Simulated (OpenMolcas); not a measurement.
# GaH6P (SMILES [H][Ga]([H])([H])<-[PH3]): an attempt with OpenMolcas

Wanted: the excited states of GaH6P.

The results are computed with OpenMolcas 26.06.

**1. The system as given**

GaH6P has 8 atoms, charge 0, and is taken as a singlet. SMILES: `[H][Ga]([H])([H])<-[PH3]`. The shape comes from GFN2-xTB, which is rough for such elements, and wasn't checked as a minimum.

Bond lengths: Ga1–P2 2.518 Å, P2–H3 1.382 Å, P2–H4 1.382 Å, P2–H5 1.382 Å, Ga1–H6 1.542 Å, Ga1–H7 1.541 Å, Ga1–H8 1.542 Å. Some angles: Ga1–P2–H3 121.9°, Ga1–P2–H4 120.0°, Ga1–P2–H5 121.7°, P2–Ga1–H6 97.3°, P2–Ga1–H7 97.9°, P2–Ga1–H8 97.2°, H3–P2–H4 95.6°, H3–P2–H5 95.6°, H4–P2–H5 95.6°, H6–Ga1–H7 118.4°.

**2. The input as written**

The input, mol.xyz:

```xyz
8

Ga    -0.004890     0.010160    -1.452590
P     -0.000530     0.003500     1.065300
H      0.672590     0.963330     1.797850
H      0.518160    -1.078120     1.751680
H     -1.172390     0.075710     1.794700
H      1.524090    -0.011410    -1.650010
H     -0.751960     1.342180    -1.659300
H     -0.785080    -1.305350    -1.647630
```

The input, step16.inp:

```
* GaH6P CASPT2

&GATEWAY
  Coord=mol.xyz
  Basis=ANO-RCC-VDZP
  Group=NoSym
  RICD

&SEWARD

&RASSCF
  FileOrb=$CurrDir/step2.RasOrb
  Spin=1
  Nactel=4 0 0
  Inactive=24
  Ras2=4
  CIRoot=5 5 1
  OrbListing=Nothing
  OrbAppear=Compact

&CASPT2
  Multistate=all
```

On the command line:

```sh
export MOLCAS_MEM=2
pymolcas step16.inp > step16.log
```

Output:

```text
--- Start Module: gateway ---

                                              &GATEWAY

                       available to each process: 2.0 MB of memory, 1 thread

---------------------------------------------------------------------------------------------
  Nr.	 Label		Type		Offset		Length	   Atime	  Address
---------------------------------------------------------------------------------------------
  1	FILETABL    	CHAR	-61971203773192	       26929           5	[0xaaaac1070060]
  2	DBSC        	CHAR	    -238785368	     1456001          58	[0xe3077e61c010]
---------------------------------------------------------------------------------------------
Maximal available memory for Molcas = 517070
 ?mma_allo_?D: error: out-of-memory
 label: Shells
  available (kB):          517
  required  (kB):          792

--- Stop Module: gateway /rc=-6 ---

.########################.
.# Non-zero return code #.
.########################.

    Timing: Wall=0.06 User=0.04 System=0.02
```

Run time: 0.4 s. Hardware: 1 thread of Arm Neoverse N1, shared host; peak memory 0.085 GiB.

**3. Diagnosis**

The job broke off with an error.

The log says `?mma_allo_?D: error: out-of-memory`. The cause is that too little memory is allowed.
